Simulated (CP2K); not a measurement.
Runs of CP2K 2026.2 on NbTe. It takes space group Pm-3m (No. 221, cubic). The conventional cell has a = 3.426 Å, b = 3.426 Å, c = 3.426 Å, α = 90.00°, β = 90.00°, γ = 90.00°. Around Nb (site symmetry m-3m) lie 8 Te at 2.97 Å. Around Te (site symmetry m-3m) lie 8 Nb at 2.97 Å. The cell was built by a generator and needn't be a form met in nature.

```csv
task,level,potentials or basis,cell,k mesh,smearing,EPS_DEFAULT,NGRIDS,EXTRAPOLATION,optimiser,most steps,gap on the mesh (eV),pressure (GPa),V0 of scaled cells (Å³/atom),relaxed volume (Å³/atom),B0 (GPa)
relaxation of cell and atoms,BEEF-vdW,"POTENTIAL_UZH Nb GTH-PBE-q13, Te GTH-PBE-q6; TZVP-MOLOPT-PBE-GTH basis",relaxed,6 × 6 × 6,fermi-dirac 0.05 eV,1.0E-9,4,USE_PREV_P,BFGS,40,none,0.0,-,20.65,-
relaxation of cell and atoms,PBEsol,"POTENTIAL_UZH Nb GTH-PBE-q13, Te GTH-PBE-q6; TZVP-MOLOPT-PBE-GTH basis",relaxed,6 × 6 × 6,fermi-dirac 0.05 eV,1.0E-9,4,USE_PREV_P,BFGS,40,none,0.0,-,19.96,-
band structure,r2SCAN,"POTENTIAL_UZH Nb GTH-SCAN-q13, Te GTH-SCAN-q6; TZVP-MOLOPT-SCAN-GTH basis",as given,8 × 8 × 8,fermi-dirac 0.0259 eV,1.0E-9,4,-,-,-,none,1.0,-,-,-
relaxation of cell and atoms,PBE,"POTENTIAL_UZH Nb GTH-PBE-q13, Te GTH-PBE-q6; TZVP-MOLOPT-PBE-GTH basis",relaxed,6 × 6 × 6,fermi-dirac 0.05 eV,1.0E-9,4,USE_PREV_P,BFGS,40,none,0.0,-,20.51,-
equation of state,PBEsol,"POTENTIAL_UZH Nb GTH-PBE-q13, Te GTH-PBE-q6; TZVP-MOLOPT-PBE-GTH basis",as given,8 × 8 × 8,fermi-dirac 0.0259 eV,1.0E-10,4,-,-,-,-,-,19.91,-,(a)
band structure,LDA,"GTH_POTENTIALS Nb GTH-PADE-q13, Te GTH-PADE-q6; TZVP-MOLOPT-PBE-GTH basis",as given,8 × 8 × 8,fermi-dirac 0.0259 eV,1.0E-9,4,-,-,-,none,-6.3,-,-,-
band structure,TB-mBJ,"POTENTIAL_UZH Nb GTH-PBE-q13, Te GTH-PBE-q6; TZVP-MOLOPT-PBE-GTH basis",as given,8 × 8 × 8,fermi-dirac 0.05 eV,1.0E-9,5,-,-,-,none,-,-,-,-
band structure,PBE,"POTENTIAL_UZH Nb GTH-PBE-q13, Te GTH-PBE-q6; TZVP-MOLOPT-PBE-GTH basis",as given,8 × 8 × 8,fermi-dirac 0.1 eV,1.0E-9,4,-,-,-,none,2.8,-,-,-
band structure,PBEsol,"POTENTIAL_UZH Nb GTH-PBE-q13, Te GTH-PBE-q6; TZVP-MOLOPT-PBE-GTH basis",as given,8 × 8 × 8,fermi-dirac 0.05 eV,1.0E-10,5,-,-,-,none,(b),-,-,-
band structure,PBE,"POTENTIAL_UZH Nb GTH-PBE-q13, Te GTH-PBE-q6; TZVP-MOLOPT-PBE-GTH basis",as given,8 × 8 × 8,fermi-dirac 0.05 eV,1.0E-10,5,-,-,-,none,2.6,-,-,-
equation of state,PBE,"POTENTIAL_UZH Nb GTH-PBE-q13, Te GTH-PBE-q6; TZVP-MOLOPT-PBE-GTH basis",as given,8 × 8 × 8,fermi-dirac 0.05 eV,1.0E-10,5,-,-,-,-,-,20.49,-,129
equation of state,LDA,"GTH_POTENTIALS Nb GTH-PADE-q13, Te GTH-PADE-q6; TZVP-MOLOPT-PBE-GTH basis",as given,8 × 8 × 8,fermi-dirac 0.0259 eV,1.0E-9,5,-,-,-,-,-,19.22,-,157
```

Alike in all rows: no spin polarisation.

Estimate the missing entries.

(a) 143; (b) -1.2.

Caveats: the basis of atomic orbitals isn't converged, which shifts pressures, moduli and gaps; the potentials were made for another functional, which shifts forces and pressure (some runs); this is a model potential without an energy functional, so only levels have meaning (some runs).

A k mesh can miss the band edges, and the runs leave out spin-orbit coupling on Nb, Te.

A gap of «none» marks a metal or a gap under the smearing width.

Not every run made on this cell is shown here.
